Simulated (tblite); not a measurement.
# C7H9BO2: the cost of one run

Computed with tblite 0.8.0 and PySCF 2.14.0, with density-fitted response routines of our own, on a single molecule in the gas phase. Atoms are numbered from 0 throughout.

**1. Starting geometry**

19 atoms, charge 0, multiplicity 1; geometry from: force field or distance geometry start.

Bonds of the start (Å): C0–C1 1.23, C1–C2 1.43, C2–O3 1.26, O3–B4 1.48, B4–O5 1.50, O5–C6 1.38, C6–C7 1.48, C7–C8 1.52, C6–C9 1.32, C9–C2 1.47, C0–H10 1.05, B4–H11 1.19, B4–H12 1.21, C7–H13 1.12, C7–H14 1.11, C8–H15 1.11, C8–H16 1.12, C8–H17 1.11, C9–H18 1.06.

**2. Geometry optimisation with GFN2-xTB**

Job settings and geometry (Å):

```
{"job": {"kind": "relax", "xc": "GFN2-xTB", "basis": "xTB"}, "charge": 0, "multiplicity": 1}
C      4.076200    -1.326200     0.471400
C      3.042100    -0.720100     0.208300
C      1.822800    -0.029700    -0.073800
O      1.898500     1.216300    -0.264400
B      0.724600     2.075300    -0.560900
O     -0.561100     1.316700    -0.647300
C     -0.566200    -0.048700    -0.437700
C     -1.873800    -0.737000    -0.521600
C     -2.870400    -0.202900     0.495800
C      0.529500    -0.730000    -0.157700
H      4.960000    -1.859600     0.677900
H      0.646900     2.976200     0.215100
H      0.954200     2.538400    -1.654000
H     -2.275000    -0.572800    -1.550300
H     -1.749300    -1.836200    -0.383200
H     -3.891600    -0.349300     0.075000
H     -2.705600     0.884000     0.687600
H     -2.718100    -0.803900     1.417800
H      0.546500    -1.781400     0.009600
```

The run is started by

```sh
OMP_NUM_THREADS=1 python probes_run.py task.json out
```

This one command runs all jobs of the session in turn.

Q: Estimate the wall time of this first job on 1 thread of Arm Neoverse V1, shared host.

About 1.2 s.
